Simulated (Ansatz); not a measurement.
# C7H9O4PRu: the cost of one run

Program: Ansatz 0.2.0, Gaussian basis. Level of theory: the settings change from run to run. These are calculated values, not measurements.

1 further run of the same task is left out (for a known fault of the program).

## 1. The relaxed structure

The structure was relaxed beforehand with PBE0-D4 in a triple-zeta def2 set. Ru takes a core potential in def2 sets; no spin-orbit term is included.

SMILES `C[P+](C)(C)[Ru-5]([C]#[O+])([C]#[O+])([C]#[O+])[C]#[O+]`, 22 atoms, charge 0, spin multiplicity 1.

Atoms are counted from 1 here; the program's logs count them from 0.

Bond lengths: C1–P2 1.821 Å, C1–H14 1.093 Å, C1–H15 1.091 Å, C1–H16 1.091 Å, P2–C3 1.821 Å, P2–C4 1.821 Å, P2–Ru5 2.327 Å, C3–H17 1.093 Å, C3–H18 1.091 Å, C3–H19 1.091 Å, C4–H20 1.093 Å, C4–H21 1.091 Å, C4–H22 1.091 Å, Ru5–C6 1.921 Å, Ru5–C8 1.920 Å, Ru5–C10 1.921 Å, Ru5–C12 1.920 Å, C6–O7 1.142 Å and more. Angles: P2–C1–H14 111.5°, P2–C1–H15 109.3°, P2–C1–H16 109.4°, H14–C1–H15 109.3°, H14–C1–H16 109.3°, H15–C1–H16 108.0°, C1–P2–C3 102.0°, C1–P2–C4 102.2°, C1–P2–Ru5 116.0°, C3–P2–C4 102.1°, C3–P2–Ru5 115.7°, C4–P2–Ru5 116.5°, P2–C3–H17 111.5°, P2–C3–H18 109.3°, P2–C3–H19 109.3°, H17–C3–H18 109.3°, H17–C3–H19 109.3°, H18–C3–H19 108.0° and more.

## 2. SVWN5/STO-3G

Set apart from the defaults: multiplicity 3.

in.yaml reads:

```yaml
crystal:
  periodic: [false, false, false]
  atoms:
    - {symbol: C, position_ang: [-1.636062, 0.456585, 1.352173]}
    - {symbol: P, position_ang: [-0.328369, -0.368104, 0.389983]}
    - {symbol: C, position_ang: [-1.243076, -1.725593, -0.408029]}
    - {symbol: C, position_ang: [0.605078, -1.245293, 1.684102]}
    - {symbol: Ru, position_ang: [0.903264, 0.995624, -1.037368]}
    - {symbol: C, position_ang: [0.702648, 2.714122, -0.203163]}
    - {symbol: O, position_ang: [0.584884, 3.735104, 0.295288]}
    - {symbol: C, position_ang: [1.505821, -0.279295, -2.340705]}
    - {symbol: O, position_ang: [1.865449, -1.039246, -3.114084]}
    - {symbol: C, position_ang: [2.655781, 0.908884, -0.254221]}
    - {symbol: O, position_ang: [3.696840, 0.857543, 0.212329]}
    - {symbol: C, position_ang: [-0.468768, 1.513418, -2.276131]}
    - {symbol: O, position_ang: [-1.285949, 1.821422, -3.012536]}
    - {symbol: H, position_ang: [-2.173661, -0.252065, 1.987845]}
    - {symbol: H, position_ang: [-2.340230, 0.933051, 0.668221]}
    - {symbol: H, position_ang: [-1.191251, 1.234463, 1.974731]}
    - {symbol: H, position_ang: [-1.801247, -2.316989, 0.322699]}
    - {symbol: H, position_ang: [-1.936763, -1.310865, -1.141177]}
    - {symbol: H, position_ang: [-0.541204, -2.373292, -0.935734]}
    - {symbol: H, position_ang: [-0.051381, -1.863712, 2.302089]}
    - {symbol: H, position_ang: [1.116475, -0.518121, 2.316695]}
    - {symbol: H, position_ang: [1.361690, -1.877641, 1.216984]}
basis:
  gaussian: {orbitals: STO-3G}
magnetization: {spin_polarized: true, initial_magnetization: 2}
hamiltonian: {xc: {name: SVWN5}}
```

The run is started by

```console
$ ansatz run in.yaml --threads 11 --pin off --events-out ev --progress --plain --max-ram 174080MiB --backend cpu
```

Q: Estimate wall time and peak memory on 11 threads of AMD EPYC 7R13, shared host.

About 6.5 s, with a peak of 0.29 GiB.
